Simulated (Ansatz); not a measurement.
# C2H3AlO: basis-set convergence

One table from this session's results is given with a row withheld; the runs are named, their logs left out.

The runs use Ansatz 0.2.0, Gaussian basis; one geometry, several basis sets.

The runs, in order: PBE0-D4/def2-SVP; ωB97M-V/def2-SVP; PBE0-D4/def2-QZVPP; ωB97M-V/def2-QZVPP; the functionals' def2-TZVPP values are taken from earlier runs.

**Structure used throughout**

All runs share one geometry, relaxed beforehand with PBE0-D4 in a triple-zeta def2 set.

7 atoms, charge 0, spin multiplicity 1.

Atoms are counted from 1 here; the program's logs count them from 0.

Bond lengths: O1–C2 1.193 Å, C2–C3 1.468 Å, C2–Al4 1.976 Å, C3–Al4 1.980 Å, C3–H5 1.111 Å, C3–H6 1.090 Å, Al4–H7 1.590 Å. Angles: O1–C2–C3 133.0°, O1–C2–Al4 148.3°, C3–C2–Al4 68.4°, C2–C3–Al4 68.1°, C2–C3–H5 107.9°, C2–C3–H6 122.8°, Al4–C3–H5 83.8°, Al4–C3–H6 153.1°, H5–C3–H6 112.0°, C2–Al4–C3 43.6°, C2–Al4–H7 178.9°, C3–Al4–H7 136.7°.

The first run:

Input file in.yaml:

```yaml
crystal:
  periodic: [false, false, false]
  atoms:
    - {symbol: O, position_ang: [-0.550525, -1.881000, 1.077042]}
    - {symbol: C, position_ang: [-0.151728, -1.022294, 0.351102]}
    - {symbol: C, position_ang: [0.336545, 0.341786, 0.587500]}
    - {symbol: Al, position_ang: [-0.480074, 0.148884, -1.206452]}
    - {symbol: H, position_ang: [1.278810, 0.471348, 0.012481]}
    - {symbol: H, position_ang: [0.402934, 0.780245, 1.583722]}
    - {symbol: H, position_ang: [-0.774762, 1.092931, -2.451093]}
basis:
  gaussian: {orbitals: def2-SVP}
hamiltonian: {xc: pbe0, dispersion: d4}
output: {orbitals: {seedname: orbitals}}
```

The run is started by

```sh
$ ansatz run in.yaml --threads 2 --pin off --events-out ev --progress --plain --max-ram 4352MiB
```

Steps of the session up to this table: PBE0-D4 in def2-SVP; ωB97M-V in def2-SVP; PBE0-D4 in def2-QZVPP; ωB97M-V in def2-QZVPP.

One table of the session follows, with a row left open; its other results are not shown here.

It belongs to the step «Density functionals: the series». 

```
functional       basis  HOMO (eV)  LUMO (eV)
   PBE0-D4    def2-SVP      -5.81      -1.87
   PBE0-D4  def2-TZVPP      -5.91      -1.93
   PBE0-D4  def2-QZVPP      -5.94      -1.96
   ωB97M-V    def2-SVP      -7.81      -0.09
   ωB97M-V  def2-TZVPP          ?          ?
   ωB97M-V  def2-QZVPP      -7.98      -0.35
```

Estimate the missing values for ωB97M-V, def2-TZVPP.

As computed: HOMO (eV): -7.95; LUMO (eV): -0.22. In the column «HOMO (eV)» it lies between ωB97M-V, def2-QZVPP (-7.98) and ωB97M-V, def2-SVP (-7.81).
